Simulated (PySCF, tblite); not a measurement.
# C₄H₂ClF₃N radical: geometry, infrared bands and EPR parameters

What infrared bands and EPR parameters should C₄H₂ClF₃N radical (`[H]/N=[C]/C(Cl)=C\C(F)(F)F`) show?

Computed with tblite 0.8.0 and PySCF 2.14.0, with density-fitted response routines of our own, on a single molecule in the gas phase. Atoms count from 0, in the outputs and in this text.

### Step 1. The starting structure

11 atoms, charge 0, multiplicity 2; geometry from: force field or distance geometry start.

Bonds of the start (Å): N0–C1 1.28, C1–C2 1.43, C2–Cl3 1.75, C2–C4 1.35, C4–C5 1.50, C5–F6 1.37, C5–F7 1.39, C5–F8 1.37, N0–H9 1.02, C4–H10 1.08.

### Step 2. Geometry optimisation with GFN2-xTB

Job settings and geometry (Å):

```
{"job": {"kind": "relax", "xc": "GFN2-xTB", "basis": "xTB"}, "charge": 0, "multiplicity": 2}
N      2.296900    -1.179100    -0.123100
C      1.086300    -0.755200    -0.138300
C      0.654200     0.604600    -0.015400
Cl     1.724900     1.979900     0.139500
C     -0.683900     0.809500    -0.042400
C     -1.582600    -0.383300    -0.196500
F     -0.858300    -1.490700     0.154500
F     -2.631800    -0.303700     0.718000
F     -2.060900    -0.458000    -1.473500
H      3.154000    -0.630800    -0.034600
H     -1.093200     1.809300     0.025700
```

Command:

```bash
OMP_NUM_THREADS=1 python probes_run.py task.json out
```

This one command runs all jobs of the session in turn.

Log:

```text
step      E/eV     max force
  0    -846.10632    7.055
  1    -846.35567    9.045
  2    -846.76555    1.626
  3    -846.83993    1.036
  4    -846.89080    0.702
  5    -846.92130    0.572
  6    -846.96832    0.629
  7    -847.00034    0.550
  8    -847.03696    0.473
  9    -847.08247    0.585
 10    -847.14374    1.060
 11    -847.21496    1.279
 12    -847.30759    1.081
 13    -847.39671    0.912
 14    -847.40118    2.715
 15    -847.50196    0.735
 16    -847.52921    0.485
 17    -847.55717    0.422
 18    -847.60322    0.567
 19    -847.61566    0.415
 20    -847.63603    0.384
 21    -847.64564    0.429
 22    -847.66153    0.362
 23    -847.67179    0.243
 24    -847.68070    0.262
 25    -847.69126    0.647
 26    -847.70631    0.585
 27    -847.73072    0.673
 28    -847.75446    0.509
 29    -847.78040    0.541
 30    -847.79700    0.421
 31    -847.80922    0.390
 32    -847.81982    0.296
 33    -847.83483    0.276
 34    -847.83970    0.373
 35    -847.84367    0.150
 36    -847.84577    0.130
 37    -847.84792    0.145
 38    -847.84995    0.144
 39    -847.85106    0.134
 40    -847.85193    0.130
 41    -847.85250    0.083
 42    -847.85288    0.057
 43    -847.85321    0.058
 44    -847.85357    0.049
 45    -847.85386    0.042
 46    -847.85401    0.025
 47    -847.85407    0.022
 48    -847.85413    0.024
 49    -847.85421    0.030
 50    -847.85431    0.031
 51    -847.85444    0.042
 52    -847.85461    0.049
 53    -847.85483    0.046
 54    -847.85506    0.043
 55    -847.85523    0.033
 56    -847.85532    0.029
 57    -847.85540    0.026
 58    -847.85548    0.027
 59    -847.85558    0.027
 60    -847.85568    0.028
 61    -847.85577    0.026
 62    -847.85585    0.024
 63    -847.85594    0.025
 64    -847.85602    0.022
 65    -847.85609    0.022
 66    -847.85614    0.019
 67    -847.85619    0.021
 68    -847.85625    0.027
 69    -847.85635    0.032
 70    -847.85648    0.035
 71    -847.85660    0.036
 72    -847.85671    0.030
 73    -847.85681    0.025
 74    -847.85691    0.025
 75    -847.85699    0.023
 76    -847.85706    0.031
 77    -847.85716    0.036
 78    -847.85734    0.045
 79    -847.85771    0.069
 80    -847.85825    0.083
 81    -847.85880    0.071
 82    -847.85825    0.176
 83    -847.85935    0.058
 84    -847.85954    0.050
 85    -847.86013    0.069
 86    -847.86066    0.091
 87    -847.86149    0.056
 88    -847.86176    0.055
 89    -847.86200    0.052
 90    -847.86225    0.067
 91    -847.86278    0.094
 92    -847.86362    0.102
 93    -847.86431    0.063
 94    -847.86455    0.028
 95    -847.86454    0.032
 96    -847.86460    0.018
 97    -847.86461    0.013
 98    -847.86462    0.011
 99    -847.86464    0.012
100    -847.86467    0.013
101    -847.86472    0.016
102    -847.86475    0.011
103    -847.86476    0.003
```

Run time: 0.58 s. Hardware: 1 thread of Arm Neoverse V2, shared host.

Relaxation path: (not every step is listed)

```
step  energy from step 0 (eV)  largest force (eV/Å)
   0                   0.0000                7.0554
   1                  -0.2494                9.0452
   2                  -0.6592                1.6264
   3                  -0.7336                1.0358
   4                  -0.7845                0.7019
   5                  -0.8150                0.5719
   6                  -0.8620                0.6295
   7                  -0.8940                0.5504
   8                  -0.9306                0.4730
  17                  -1.4509                0.4223
  26                  -1.6000                0.5849
  35                  -1.7373                0.1503
  44                  -1.7473                0.0489
  53                  -1.7485                0.0459
  62                  -1.7495                0.0245
  71                  -1.7503                0.0357
  80                  -1.7519                0.0833
  89                  -1.7557                0.0517
  98                  -1.7583                0.0110
  99                  -1.7583                0.0119
 100                  -1.7584                0.0131
 101                  -1.7584                0.0164
 102                  -1.7584                0.0112
 103                  -1.7584                0.0030
```

Distances of close pairs at the start and the end, largest changes first:

```
  bond  before (Å)  after (Å)  change (Å)
 C1–C2       1.432      1.346      -0.086
 N0–C1       1.283      1.202      -0.081
 C5–F7       1.394      1.336      -0.058
 C2–C4       1.354      1.383      +0.029
 C4–C5       1.501      1.477      -0.024
 C5–F6       1.369      1.356      -0.013
C4–H10       1.082      1.072      -0.010
 N0–H9       1.021      1.012      -0.009
```

The end geometry stands in the next job.

### Step 3. Vibrational analysis with GFN2-xTB

Job settings and geometry (Å):

```
{"job": {"kind": "ir", "xc": "GFN2-xTB", "basis": "xTB"}, "charge": 0, "multiplicity": 2}
N      2.197896    -1.029781    -0.592545
C      1.472301    -0.165507    -0.179687
C      0.663669     0.902290    -0.045478
Cl     1.507957     2.414666     0.132411
C     -0.716082     0.872459     0.042053
C     -1.439318    -0.409404    -0.081813
F     -0.903989    -1.395936     0.678455
F     -2.722460    -0.304598     0.275970
F     -1.439063    -0.915596    -1.340293
H      2.680337    -1.731450    -0.045751
H     -1.295824     1.765527     0.170636
```

Log:

```text
mode    cm-1     km/mol
  1      21.9      0.55
  2      81.1      1.37
  3      89.0      2.88
  4     150.5      1.56
  5     225.0      4.91
  6     242.3      7.87
  7     334.5      3.66
  8     351.4      2.67
  9     425.5      3.93
 10     467.5     10.43
 11     479.5      4.09
 12     500.2      0.59
 13     564.5     21.20
 14     589.2     12.08
 15     611.5     97.98
 16     760.8     11.42
 17     827.5     27.75
 18     909.5    328.75
 19     965.4    380.66
 20    1010.0     40.95
 21    1092.2    158.70
 22    1161.1    217.68
 23    1276.1    130.72
 24    1444.5    110.66
 25    2158.5    326.32
 26    3169.3     13.97
 27    3335.4     20.61
```

Run time: 0.3 s. Hardware: 1 thread of Arm Neoverse V2, shared host.

Which atoms move in the most intense modes:

```
cm⁻¹  km/mol                                atoms
 612    98.0                              H9 66 %
 910   328.8                     H9 77 %, N0 14 %
 965   380.7                     C5 73 %, F8 14 %
1092   158.7           C5 43 %, C2 20 %, H10 13 %
1161   217.7                    C5 56 %, H10 23 %
1276   130.7  C2 29 %, H10 28 %, C4 17 %, C5 15 %
1444   110.7                     C4 48 %, C2 45 %
2158   326.3                     C1 66 %, N0 26 %
```

### Step 4. EPR parameters: B3LYP/pcH-1

The job, as its differences from that of step 3:

```diff
@@ -1,2 +1,2 @@
-{"job": {"kind": "ir", "xc": "GFN2-xTB", "basis": "xTB"}, "charge": 0, "multiplicity": 2}
+{"job": {"kind": "epr", "basis": "pcH-1"}, "charge": 0, "multiplicity": 2}
 N      2.197896    -1.029781    -0.592545
```

Method: UKS B3LYP, pcH-1 on C Cl F H N, non-relativistic, mean-field spin-orbit, GIAO.

Log:

```text
UKS, coarse grid
  cycle   1  E = -967.88367970  |g| = 6.98e-01
  cycle   2  E = -967.64827127  |g| = 1.13e+00
  cycle   3  E = -968.03456303  |g| = 1.43e-01
  cycle   4  E = -968.03993854  |g| = 1.01e-01
  cycle   5  E = -968.04445225  |g| = 1.53e-02
  cycle   6  E = -968.04457671  |g| = 5.58e-03
  cycle   7  E = -968.04460479  |g| = 3.07e-03
  cycle   8  E = -968.04461243  |g| = 1.80e-03
  cycle   9  E = -968.04461483  |g| = 6.67e-04
UKS, final grid
  cycle   1  E = -968.04459871  |g| = 9.74e-04
  cycle   2  E = -968.04459786  |g| = 1.61e-03
  cycle   3  E = -968.04459920  |g| = 1.68e-04
  cycle   4  E = -968.04459922  |g| = 5.00e-05
  cycle   5  E = -968.04459922  |g| = 5.42e-05
  cycle   6  E = -968.04459922  |g| = 1.68e-05
E = -968.04459922 Eh   <S^2> = 0.7652 (exact 0.7500)
g shifts (ppm)      1          2          3
  rmc          -176       -176       -176
  gc             32          7         23
  oz_so        -761        359       1062
  total        -905        189        909
hyperfine (MHz)  atom isotope    a_iso     a_fc   dipolar eigenvalues
    0   14N      28.79      28.82     -8.43     -7.61     16.03
    1   13C      21.55      21.67    -33.04    -31.81     64.86
    2   13C     -34.42     -34.39    -13.24      3.53      9.71
    3  35Cl      -0.66      -0.69     -2.52     -0.15      2.66
    4   13C      52.71      52.76    -52.04    -50.84    102.88
    5   13C     -25.60     -25.61     -2.04      0.36      1.68
    6   19F      26.46      26.35    -28.15    -24.21     52.36
    7   19F       3.89       3.88    -14.62     -9.42     24.04
    8   19F      86.43      86.24    -47.80    -43.87     91.67
    9    1H     119.14     119.15     -8.78     -4.71     13.50
   10    1H     -43.54     -43.55    -25.08     -0.30     25.38
```

Run time: 95 s. Hardware: 1 thread of Arm Neoverse V2, shared host; peak memory 0.92 GiB.

Principal g values 2.00141, 2.00251, 2.00323; g(iso) = 2.00238, against 2.00232 for a free electron.

Mean a(iso) over the nuclei that a row names, and the largest dipolar term of the row (other rows stand at the frozen geometry):

```
    nuclei  isotope  a(iso) (MHz)  a(iso) (G, at g = 2.0023)  largest dipolar term (MHz)
        H9       1H         119.1                       42.5                        13.5
        C4      13C          52.7                       18.8                       102.9
       H10       1H         -43.5                      -15.5                        25.4
F6, F7, F8      19F          38.9                       13.9                        91.7
        C2      13C         -34.4                      -12.3                       -13.2
        N0      14N          28.8                       10.3                        16.0
        C5      13C         -25.6                       -9.1                        -2.0
        C1      13C          21.5                        7.7                        64.9
       Cl3     35Cl          -0.7                       -0.2                         2.7
```

Mulliken spin populations:

```
atom  value (e)
  N0       0.11
  C1       0.34
  C2      -0.12
 Cl3       0.00
  C4       0.64
  C5      -0.02
  F6       0.01
  F7       0.00
  F8       0.02
  H9       0.04
 H10      -0.03
```

In first order the couplings over 0.8 MHz of 1H, 19F, 14N give 48 distinct lines over 120.2 G, if the averaged nuclei exchange fast.

Orbitals, density, ELF and potential are computed afterwards from the orbital file.

ELF in a plane through or near 8 of the atoms.

Ten even steps from ' ' (0.00) to '@' (0.99):
```
                                                        
                                                        
                  ....::--::..                          
              ..--++**##%%##++..                        
            ::++%%%%::::##%%**..                        
            --**%%%%==**--##::  ..%%@@%%..              
            ::==##%%++**##==  ::##@@@@@@++              
                  ..--**--==**++%%@@@@%%..              
            ..::--==##++::--@@--++++==                  
          ::++**%%::::####--==**%%%%--::++**==..        
          --**##%%++::====  ..##%%====**%%%%**..        
        ..++%%**..##%%++::    --::++==##%%%%**::        
        ::##@@@@##**++::    ..::::::..--####==..        
        ..++##**==::..      ......      ..::..          
          ..::..            ..                          
                                                        
                                                        
                                                        
                                                        
                                                        
```
The map spans 11.0 Å across and 10.4 Å up, centred on the molecule. Atoms in the plane (x, y in Å): C1 (-1.5, 0.0), C2 (-0.5, 1.0), Cl3 (-1.2, 2.6), C4 (0.8, 0.8), C5 (1.4, -0.6), F7 (2.7, -0.6), H9 (-2.9, -1.3), H10 (1.5, 1.6).

On the surface of density 0.002 e/bohr³ the electrostatic potential runs, from the 1st to the 99th percentile, from -0.74 V near F8 to 2.44 V near H9.

The spin density lies nearest to C4 38 %; C1 24 %; N0 12 %; C2 8 % (beta excess).

### Step 5. Summary of results

| quantity | value |
| --- | --- |
| strongest single infrared mode (GFN2-xTB) | 965 cm⁻¹, 381 km/mol |
| zero-point energy (GFN2-xTB) | 33.2 kcal/mol |
| g(iso) (B3LYP) | 2.00238 |
| ⟨S²⟩ | 0.765 (exact 0.75) |
| largest a(iso) (averaged by class) | 1H on H9, 119.1 MHz |
| surface potential, 1st and 99th percentile | -0.74 V and 2.44 V |

In words: Over 103 steps the energy fell by 1.758 eV; of the close pairs, C1–C2 changed most, 1.432 to 1.346 Å. All 27 modes are real, so the xTB geometry is a minimum. The strongest single mode, at 965 cm⁻¹, moves mainly C5. GFN2-xTB is a fitted tight-binding method: band positions and strengths are rough. Its intensities can rank the bands wrongly. The largest share of the spin, 0.64 e, sits on C4. The isotropic g lies 0.1 ppt above the free-electron value.
